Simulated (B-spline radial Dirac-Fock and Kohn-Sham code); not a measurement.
**Ga⁸⁺: core levels and X-ray properties**

Aim: for the Ga⁸⁺ ion, compute its X-ray form factor and Compton profile and the binding energy of each subshell.

Program: B-spline radial Dirac-Fock and Kohn-Sham code, version 2. Model: a free atom or ion on a radial basis; each step names its model. All values are calculated, but those marked as tabulated.

### 1 What is computed

Gallium as Ga⁸⁺ in the configuration [Ar] 3d5.

* nuclear charge: 31
* electrons: 23
* mass number: 69
* nuclear rms radius: 3.9973 fm

Outer shells as boxes (Hund's rule, for the drawing alone; heavy ions are jj-coupled, and the calculation averages over the configuration):

```
[Ar] core
3d [↑ ][↑ ][↑ ][↑ ][↑ ]
```

### 2 X-ray scattering functions

Model: Dirac-Fock average of configuration, finite nucleus; form factor of the spherical density, Waller-Hartree incoherent function, impulse-approximation Compton profiles.

The run's settings:

```ini
task = scatter
Z = 31
charge = 8
configuration = 1s2 2s2 2p6 3s2 3p6 3d5
mass_number = 69
rms_radius = 3.9973  # fm
s = [0.0, 0.07, 0.08, 0.1, 0.12, 0.15, 0.19, 0.23, 0.28, 0.35, 0.42, 0.52, 0.64, 0.79, 0.97, 1.19, 1.47, 1.8, 2.21, 2.72, 3.35, 4.11, 5.06]  # 1/A
pz = [0, 0.1, 0.13, 0.18, 0.24, 0.32, 0.43, 0.58, 0.78, 1.0, 1.4, 1.9, 2.5, 3.4, 4.6, 6.1, 8.2, 11.0, 15.0, 20.0, 27.0]  # a.u.
photon_energy = [2000, 5000, 8047.8, 10000, 17479.3, 50000, 500000, 1000000]  # eV
```

The program writes no log. Results of the run, from its result record (rounded, main fields):

```text
status: converged
form_factor [e]: [23.0, 22.772, 22.703, 22.538, 22.34, 21.983, 21.403, 20.721, 19.754, 18.254, 16.677, 14.466, 12.109, 9.8211, 8.0029, 6.7169, 5.7472, 4.8386, 3.786, 2.7267, 1.9116, 1.4327, 1.1627]
incoherent: [1.8883e-12, 0.22003, 0.28635, 0.44362, 0.63223, 0.96944, 1.5081, 2.1296, 2.9906, 4.283, 5.5959, 7.3867, 9.296, 11.275, 13.123, 14.796, 16.341, 17.707, 18.981, 20.066, 20.882, 21.466, 21.937]
compton_total [1/a.u.]: [2.6007, 2.5991, 2.598, 2.5954, 2.5913, 2.584, 2.5706, 2.5458, 2.5011, 2.4365, 2.2797, 2.0241, 1.6736, 1.1877, 0.7572, 0.4845, 0.29759, 0.16701, 0.07992, 0.037032, 0.015193]
shells: ["1s1/2", "2s1/2", "2p1/2", "2p3/2", "3s1/2", "3p1/2", "3p3/2", "3d3/2", "3d5/2"]
occupation: [2.0, 2.0, 2.0, 4.0, 2.0, 2.0, 4.0, 2.0, 3.0]
mean_momentum [a.u.]: [26.682, 9.0552, 12.189, 11.968, 4.0328, 4.7615, 4.7025, 5.3791, 5.3583]
r2 [bohr^2]: 6.3657
r_inverse [1/bohr]: 144.33
r1 [bohr]: 9.8172
coherent [b]: [334.11, 263.13, 188.06, 151.73, 79.252, 17.144, 0.24974, 0.063248]
incoherent_cross_section [b]: [0.37266, 1.8847, 3.6419, 4.629, 7.2199, 10.331, 6.5867, 4.8409]
radial_jk:
  3d: {"j0": [1.0, 0.98318, 0.97809, 0.966, 0.95146, 0.92532, 0.88324, 0.83419, 0.76544, 0.66089, 0.55384, 0.40925, 0.26338, 0.13263, 0.041654, -0.0063097, -0.020383, -0.016416, -0.0086175, -0.0031769, -0.0007887, -8.833e-05, 3.7689e-05], "j2": [0.0, 0.0067023, 0.0087175, 0.013485, 0.019183, 0.029311, 0.045309, 0.063442, 0.087845, 0.12239, 0.15393, 0.18845, 0.20945, 0.20715, 0.17821, 0.13083, 0.078762, 0.039588, 0.015593, 0.0044474, 0.00069798, -0.00010905, -0.00014193], "j4": [0.0, 2.0426e-05, 3.4694e-05, 8.382e-05, 0.00017161, 0.0004093, 0.0010134, 0.0020752, 0.0042457, 0.0091955, 0.016552, 0.030749, 0.051054, 0.075505, 0.095781, 0.10351, 0.093876, 0.071897, 0.04621, 0.024884, 0.011348, 0.0045423, 0.0015728], "r2": 0.47038, "r4": 0.41705, "r6": 0.60655}
```

Form factor and incoherent function, every second point:

```tsv
s (1/Å)	f (e)	f / N	S(s)
0	23.00	1.000	0
0.0800	22.70	0.987	0.2864
0.120	22.34	0.971	0.6322
0.190	21.40	0.931	1.508
0.280	19.75	0.859	2.991
0.420	16.68	0.725	5.596
0.640	12.11	0.526	9.296
0.970	8.003	0.348	13.12
1.47	5.747	0.250	16.34
2.21	3.786	0.165	18.98
3.35	1.912	0.083	20.88
5.06	1.163	0.051	21.94
```

### 3 Core and valence levels

Model: Dirac-Fock average of configuration, Delta-SCF, finite nucleus, first-order Breit with its frequency dependence, self-energy and vacuum polarisation.

The run's settings:

```ini
task = binding
```

The program writes no log. Results of the run, from its result record (rounded, main fields):

```text
status: converged
shells: ["K", "L1", "L2", "L3", "M1", "M2", "M3", "M4,5"]
total_energy_parts [Ha]: [-1919.45001, 0.938359898, -0.0866970341, -0.00323333178, 0.628812325, -0.0584410698]
koopmans [eV]: [10639.3, 1537.28, 1377.5, 1349.54, 354.034, 298.102, 293.71, 208.649]
dirac_coulomb [eV]: [10600.7, 1522.71, 1360.99, 1333.34, 351.732, 295.75, 291.436, 206.192]
gaunt [eV]: [-14.7143, -1.05158, -1.93508, -1.35487, -0.138781, -0.257867, -0.165038, -0.00982838]
retardation [eV]: [0.940942, 0.0385269, 0.203069, 0.203199, 0.00603652, 0.0306623, 0.0306589, 0.00298495]
breit_frequency [eV]: [0.0382762, -0.00510358, -0.000964478, 0.0165216, -0.000972079, -0.000519123, 0.00240914, -0.000482113]
self_energy [eV]: [-7.21762, -0.758728, 0.0915726, 0.028307, -0.130615, 0.0143967, 0.00451841, 0.00991246]
vacuum_polarisation [eV]: [0.684541, 0.0671402, -0.00537801, -0.00584644, 0.0112574, -0.000923221, -0.00100892, -0.00076621]
binding [eV]: [10580.5, 1521.0, 1359.34, 1332.22, 351.479, 295.536, 291.308, 206.194]
mean_radius [bohr]: [0.0485827, 0.216454, 0.187897, 0.191312, 0.618035, 0.62432, 0.631911, 0.627716]
```

total_energy_parts: Dirac-Coulomb, Gaunt, retardation, frequency dependence, self-energy, vacuum polarisation. 

The binding energies by parts, in eV; the parts add up.

```tsv
level	-ε	relaxation	Breit	QED	binding
K	10639.3	-38.57	-13.74	-6.53	10580.5
L1	1537.3	-14.57	-1.02	-0.69	1521.0
L2	1377.5	-16.51	-1.73	0.09	1359.3
L3	1349.5	-16.20	-1.14	0.02	1332.2
M1	354.0	-2.30	-0.13	-0.12	351.5
M2	298.1	-2.35	-0.23	0.01	295.5
M3	293.7	-2.27	-0.13	0.00	291.3
M4,5	208.6	-2.46	-0.01	0.01	206.2
```

X-ray lines as differences of these levels:

```tsv
line	energy (eV)
Kβ1 (K-M3)	10289.1
Kβ3 (K-M2)	10284.9
Kα1 (K-L3)	9248.2
Kα2 (K-L2)	9221.1
Lβ3 (L1-M3)	1229.7
Lβ4 (L1-M2)	1225.5
Lη (L2-M1)	1007.9
Lℓ (L3-M1)	980.7
```

### 4 Results

```
                             quantity         value
     rms radius of the electron cloud    0.526 bohr
                form factor halves at      0.68 1/Å
              Compton profile at zero  2.601 1/a.u.
         deepest level listed, K (1s)    10580.5 eV
               least bound, M4,5 (3d)      206.2 eV
                                  Kα1     9248.2 eV
ionisation energy, NIST (theoretical)    211.000 eV
```

**Reading.** The form factor starts at the 23 electrons and halves by s = 0.68 1/Å. Incoherent scattering outweighs coherent from 500 keV on, among the energies asked. The K (1s) level lies 38.6 eV under Koopmans' value by relaxation alone; Breit gives -13.74 and QED -6.53 eV. NIST's ionisation energy differs by +4.81 eV from the least binding energy; the calculation averages open shells over their j components and terms. The Hartree-Fock and Dirac-Fock values hold no electron correlation.
